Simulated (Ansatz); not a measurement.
**C5H8O2S: ionisation energy by level of theory**

The task here is to estimate one member of a computed series from the others.

Program: Ansatz 0.2.0, Gaussian basis. Level of theory: unrestricted cation, the program's frozen cores in correlated methods. These are calculated values, not measurements.

The runs, in order: UKS PBE-D4/def2-TZVPP; UKS r2SCAN-D4/def2-TZVPP; UKS PBE0-D4/def2-TZVPP; UKS B3LYP-D4/def2-TZVPP; UKS wB97X-V/def2-TZVPP; UKS wB97M-V/def2-TZVPP; UKS B2PLYP/def2-TZVPP; UHF-CCSD(T)/def2-TZVPP; UHF-MP2/def2-QZVPP; extrapolation to the limit; then −ε(HOMO) from the neutral's earlier runs with LDA (SPW92), PBE-D4, revPBE-D4, BLYP-D4, r2SCAN-D4, B97M-V, PBE0-D4, B3LYP-D4, r2SCANh-D4, r2SCAN0-D4, HSE06-D4, BHLYP-D4, CAM-B3LYP-D4, LC-ωPBE, ωB97X-V, ωB97M-V.

## The geometry

All runs share one geometry, relaxed beforehand with PBE0-D4 in a triple-zeta def2 set.

SMILES `CC1=CCS(=O)(=O)C1`, 16 atoms, charge 0, spin multiplicity 1.

Atoms are counted from 1 here; the program's logs count them from 0.

Bond lengths: C1–C2 1.487 Å, C1–H9 1.095 Å, C1–H10 1.095 Å, C1–H11 1.091 Å, C2–C3 1.333 Å, C2–C8 1.497 Å, C3–C4 1.490 Å, C3–H12 1.085 Å, C4–S5 1.800 Å, C4–H13 1.092 Å, C4–H14 1.093 Å, S5–O6 1.437 Å, S5–O7 1.436 Å, S5–C8 1.798 Å, C8–H15 1.092 Å, C8–H16 1.093 Å. Angles: C2–C1–H9 110.7°, C2–C1–H10 111.0°, C2–C1–H11 111.3°, H9–C1–H10 106.8°, H9–C1–H11 108.4°, H10–C1–H11 108.4°, C1–C2–C3 125.5°, C1–C2–C8 119.2°, C3–C2–C8 115.3°, C2–C3–C4 117.6°, C2–C3–H12 122.2°, C4–C3–H12 120.2°, C3–C4–S5 103.7°, C3–C4–H13 114.0°, C3–C4–H14 113.7°, S5–C4–H13 107.4°, S5–C4–H14 108.2°, H13–C4–H14 109.3° and more.

As a file:

```xyz
16

C     2.19993    0.26546    0.33760
C     0.75643   -0.00577    0.10536
C     0.26612   -0.97274   -0.66997
C    -1.21522   -1.08183   -0.78344
S    -1.81425    0.44485   -0.04087
O    -2.04066    1.40222   -1.08825
O    -2.84336    0.17377    0.92362
C    -0.26601    0.85745    0.77582
H     2.46290    1.27503    0.00657
H     2.44371    0.20806    1.40309
H     2.82738   -0.44777   -0.19826
H     0.90632   -1.66008   -1.21221
H    -1.58173   -1.11074   -1.81179
H    -1.63834   -1.92116   -0.22603
H    -0.09312    1.92698    0.63567
H    -0.37008    0.64626    1.84309
```

Set-up of the first run:

Contents of in.yaml:

```yaml
crystal:
  periodic: [false, false, false]
  atoms:
    - {symbol: C, position_ang: [2.199934, 0.265462, 0.337604]}
    - {symbol: C, position_ang: [0.756435, -0.005772, 0.105362]}
    - {symbol: C, position_ang: [0.266121, -0.972737, -0.669973]}
    - {symbol: C, position_ang: [-1.215225, -1.081828, -0.783443]}
    - {symbol: S, position_ang: [-1.814248, 0.444854, -0.040868]}
    - {symbol: O, position_ang: [-2.040661, 1.402221, -1.088250]}
    - {symbol: O, position_ang: [-2.843364, 0.173770, 0.923623]}
    - {symbol: C, position_ang: [-0.266013, 0.857451, 0.775825]}
    - {symbol: H, position_ang: [2.462900, 1.275028, 0.006573]}
    - {symbol: H, position_ang: [2.443714, 0.208057, 1.403089]}
    - {symbol: H, position_ang: [2.827378, -0.447770, -0.198262]}
    - {symbol: H, position_ang: [0.906320, -1.660084, -1.212211]}
    - {symbol: H, position_ang: [-1.581730, -1.110735, -1.811792]}
    - {symbol: H, position_ang: [-1.638340, -1.921164, -0.226027]}
    - {symbol: H, position_ang: [-0.093119, 1.926982, 0.635667]}
    - {symbol: H, position_ang: [-0.370084, 0.646263, 1.843093]}
basis:
  gaussian: {orbitals: def2-TZVPP}
total_charge: 1
magnetization: {spin_polarized: true, initial_magnetization: 1}
hamiltonian: {xc: pbe, dispersion: d4}
```

Run with:

```sh
$ ansatz run in.yaml --threads 2 --pin off --events-out ev --progress --plain --max-ram 20480MiB --backend cuda --devices 0, --max-vram 18GiB
```

Among the steps run: Cation, UKS PBE-D4/def2-TZVPP; Cation, UKS r2SCAN-D4/def2-TZVPP; Cation, UKS PBE0-D4/def2-TZVPP; Cation, UKS B3LYP-D4/def2-TZVPP; Cation, UKS wB97X-V/def2-TZVPP; Cation, UKS wB97M-V/def2-TZVPP; Cation, UKS B2PLYP (frozen core)/def2-TZVPP; Cation, UHF-CCSD(T)/def2-TZVPP; Cation, UHF-MP2/def2-QZVPP.

One table of the session follows, with a row left open; its other results are not shown here.

It belongs to the step «Ionisation energies side by side». Orbital estimates, from the neutral's runs:

```
  functional  −ε(HOMO) (eV)
 LDA (SPW92)           6.69
      PBE-D4           6.56
   revPBE-D4           6.50
     BLYP-D4           6.43
   r2SCAN-D4           6.76
      B97M-V           6.79
     PBE0-D4           7.72
    B3LYP-D4           7.52
  r2SCANh-D4              ?
  r2SCAN0-D4           7.85
    HSE06-D4           7.32
    BHLYP-D4           8.76
CAM-B3LYP-D4           9.06
     LC-ωPBE          10.41
     ωB97X-V          10.04
     ωB97M-V           9.94
```

**Question.** Estimate the row for r2SCANh-D4.

Worked estimate for «−ε(HOMO) (eV)». Against the share of exact exchange, r2SCAN-D4 (0, 6.76), r2SCAN0-D4 (0.25, 7.85) give a slope of 4.36 per unit share; at 0.1 the line stands at 7.20.

**Answer.** −ε(HOMO) (eV): 7.20. In «−ε(HOMO) (eV)» the line misses by 0.00.

Caveats from the session: The cation may have settled in a state other than its lowest; no search over hole states beyond the program's own was made.
